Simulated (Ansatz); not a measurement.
**C₃H₈Si: basis-set convergence**

One table from this session's results is given with a row withheld; the runs are named, their logs left out.

Computed with Ansatz 0.2.0, Gaussian basis. Level: one geometry, several basis sets.

Plan: PBE0-D4/def2-SVP; ωB97M-V/def2-SVP; PBE0-D4/def2-QZVPP; ωB97M-V/def2-QZVPP; the functionals' def2-TZVPP values are taken from earlier runs.

**The relaxed structure**

An earlier PBE0-D4 in a triple-zeta def2 set relaxation fixed the geometry.

SMILES `CC1C[SiH2]1`, 12 atoms, charge 0, spin multiplicity 1.

Atoms are counted from 1 here; the program's logs count them from 0.

Bond lengths: C1–C2 1.507 Å, C1–H5 1.094 Å, C1–H6 1.096 Å, C1–H7 1.092 Å, C2–C3 1.542 Å, C2–Si4 1.854 Å, C2–H8 1.088 Å, C3–Si4 1.850 Å, C3–H9 1.087 Å, C3–H10 1.085 Å, Si4–H11 1.479 Å, Si4–H12 1.479 Å. Angles: C2–C1–H5 111.3°, C2–C1–H6 111.2°, C2–C1–H7 111.5°, H5–C1–H6 107.3°, H5–C1–H7 107.4°, H6–C1–H7 108.0°, C1–C2–C3 117.7°, C1–C2–Si4 122.8°, C1–C2–H8 113.8°, C3–C2–Si4 65.2°, C3–C2–H8 113.2°, Si4–C2–H8 115.3°, C2–C3–Si4 65.5°, C2–C3–H9 115.5°, C2–C3–H10 117.0°, Si4–C3–H9 118.3°, Si4–C3–H10 119.9°, H9–C3–H10 112.7° and more.

The first run:

in.yaml

```yaml
crystal:
  periodic: [false, false, false]
  atoms:
    - {symbol: C, position_ang: [-0.836488, 1.103128, -0.675372]}
    - {symbol: C, position_ang: [-0.437168, 0.093154, 0.369981]}
    - {symbol: C, position_ang: [1.056136, -0.002202, 0.742749]}
    - {symbol: Si, position_ang: [0.366554, -1.523759, -0.051439]}
    - {symbol: H, position_ang: [-0.178080, 1.054872, -1.547473]}
    - {symbol: H, position_ang: [-0.779993, 2.123875, -0.281182]}
    - {symbol: H, position_ang: [-1.856647, 0.932376, -1.026804]}
    - {symbol: H, position_ang: [-1.097183, 0.072038, 1.234815]}
    - {symbol: H, position_ang: [1.724356, 0.625764, 0.159889]}
    - {symbol: H, position_ang: [1.301079, -0.007527, 1.799962]}
    - {symbol: H, position_ang: [0.708448, -1.802898, -1.463136]}
    - {symbol: H, position_ang: [0.105886, -2.724020, 0.772008]}
basis:
  gaussian: {orbitals: def2-SVP}
hamiltonian: {xc: pbe0, dispersion: d4}
output: {orbitals: {seedname: orbitals}}
```

On the command line:

```console
$ ansatz run in.yaml --threads 2 --pin off --events-out ev --progress --plain --max-ram 4352MiB
```

Among the steps run: PBE0-D4 in def2-SVP; ωB97M-V in def2-SVP; PBE0-D4 in def2-QZVPP; ωB97M-V in def2-QZVPP.

One of the session's tables, all rows but one given; the rest of the session is left out.

It belongs to the step «Functionals by basis». 

| functional | basis | HOMO (eV) | LUMO (eV) |
| --- | --- | --- | --- |
| PBE0-D4 | def2-SVP | ? | ? |
| PBE0-D4 | def2-TZVPP | -6.69 | 0.31 |
| PBE0-D4 | def2-QZVPP | -6.70 | 0.15 |
| ωB97M-V | def2-SVP | -8.83 | 2.70 |
| ωB97M-V | def2-TZVPP | -8.84 | 1.93 |
| ωB97M-V | def2-QZVPP | -8.85 | 1.51 |

Q: Estimate the row for PBE0-D4, def2-SVP from the others.

As computed: HOMO (eV): -6.69; LUMO (eV): 0.80.
